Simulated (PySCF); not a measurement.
# ClGeH3: the cost of one run

Programs: PySCF 2.14.0, with routines of our own; each step states its level. All values are computed. Atoms count from 0.

## 1. The starting structure

5 atoms, charge 0, multiplicity 1; geometry from: GFN2-xTB.

## 2. Optimising the geometry at PBE0-D3(BJ)/def2-SVP

What the job is given:

```
{"job": {"xc": "PBE0", "basis": "def2-SVP", "d3": "d3bj", "grid": 1, "maxiter": 30, "shake": 0.01, "kind": "geom"}, "charge": 0, "multiplicity": 1}
Cl     1.978530    -0.083690     0.111630
Ge    -0.128400    -0.000200    -0.012770
H     -0.719620    -0.544440     1.253210
H     -0.524360     1.429470    -0.204350
H     -0.572580    -0.835120    -1.185610
```

Started as:

```console
OMP_NUM_THREADS=1 python heavy_run.py task.json out
```

The driver reads the jobs from task.json and runs them one after another.

Q: Estimate the wall time and peak memory of this first job on 1 thread of Arm Neoverse V1, shared host.

About 6.2 s, with a peak of 0.3 GiB.
